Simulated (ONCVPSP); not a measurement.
# Pseudopotential generation for scandium: ONCV, PBEsol

Aim: build the potential from the settings below, then test how well it stands in for the atom: other configurations, scattering, ghost states and the plane-wave cutoff that it needs.

Method: ONCVPSP 4.0.1, PBEsol, scalar-relativistic.

## 1. The design

Typed settings, in words:

```json
{
 "element": "scandium (Sc, Z = 21)",
 "type": "optimised norm-conserving Vanderbilt (ONCV)",
 "frozen core": "[Ne]",
 "valence charge": "11",
 "reference configuration": "3s2 3p6 3d1 4s2",
 "partial waves": "3s+4s: rc 1.75 bohr, ncon 5, nbas 9, qcut 5.9 1/bohr, 3 projectors, debl 0.9 Ha; 3p: rc 1.45 bohr, ncon 4, nbas 8, qcut 9.7 1/bohr, 2 projectors, debl 2 Ha; 3d: rc 2.55 bohr, ncon 4, nbas 8, qcut 6.5 1/bohr, 2 projectors, debl 3.2 Ha; f scattering state at 0.03 Ha: rc 2.35 bohr, ncon 4, nbas 9, qcut 4.6 1/bohr, 2 projectors, debl 2.6 Ha",
 "local potential": "polynomial inside 1.10 bohr (lpopt 5, dvloc0 0 Ha)",
 "core correction": "Teter function, fcfact 2.25, rcfact 1.1"
}
```

## 2. Generating the potential

The input, Sc.dat:

```
# ATOM AND REFERENCE CONFIGURATION
# atsym  z   nc   nv     iexc    psfile
  Sc 21.00    3    4  -116133      upf
#
#   n    l    f
    1    0    2.00
    2    0    2.00
    2    1    6.00
    3    0    2.00
    3    1    6.00
    3    2    1.00
    4    0    2.00
#
# PSEUDOPOTENTIAL AND OPTIMIZATION
# lmax
    3
#
#   l,   rc,      ep,       ncon, nbas, qcut
    0    1.75    0.00    5    9    5.90
    1    1.45    0.00    4    8    9.70
    2    2.55    0.00    4    8    6.50
    3    2.35    0.03    4    9    4.60
#
# LOCAL POTENTIAL
# lloc, lpopt,  rc(5),   dvloc0
    4    5    1.10    0.00
#
# VANDERBILT-KLEINMAN-BYLANDER PROJECTORs
# l, nproj, debl
    0    3    0.90
    1    2    2.00
    2    2    3.20
    3    2    2.60
#
# MODEL CORE CHARGE
# icmod, fcfact, rcfact
    3    2.25    1.10
#
# LOG DERIVATIVE ANALYSIS
# epsh1, epsh2, depsh
   -4.00    5.00    0.02
#
# OUTPUT GRID
# rlmax, drl
    6.00    0.01
#
# TEST CONFIGURATIONS
# ncnf
    4
# nvcnf
#   n    l    f
    4
    3    0    2.00
    3    1    6.00
    3    2    1.00
    4    0    1.00
#
    4
    3    0    2.00
    3    1    6.00
    3    2    1.00
    4    0    0.00
#
    4
    3    0    2.00
    3    1    6.00
    3    2    0.00
    4    0    0.00
#
    4
    3    0    2.00
    3    1    5.00
    3    2    1.00
    4    0    2.00
#
```

On the command line:

```console
$ oncvpsp.x < Sc.dat > Sc.out
```

What does the calculation give? Wanted: cutoffs for 1 and 0.1 mHa per electron, occupied waves; bound ghosts; GHOST(+) flags; largest test error; largest phase difference near zero energy, channels read; rms error of d²Exc/dn², without and with the model core.

As calculated:

| quantity | value |
| --- | --- |
| cutoffs for 1 and 0.1 mHa per electron, occupied waves | 16 Ha and 30 Ha |
| bound ghosts | f at -171.60 eV |
| GHOST(+) flags | s at 485 eV, s at 3072 eV |
| largest test error (AE − PS) | -108 meV, for 3s2 3p5 3d1 4s2 (1 test unsolved) |
| largest phase difference near zero energy, channels read | 0.010 rad |
| rms error of d²Exc/dn², without and with the model core | 1.97 and 1.21 mHa |

A bound ghost (f) makes it unfit for use: electrons can fall into a state that the atom doesn't have. The worst unpolarised test, 3s2 3p5 3d1 4s2, is off by 108 meV on 40.1 eV; by total energies transferability rates as fair for so large an energy. Of the tests 1 gave no usable energy difference, which is a warning in itself. The potential is soft on the atom at that tolerance: the looser tolerance needs 16 Ha. Near zero energy the phases of the channels with partial waves agree within 0.010 rad. The program also flags highly localised states, GHOST(+) (s). All of this concerns the isolated atom, not yet a solid.
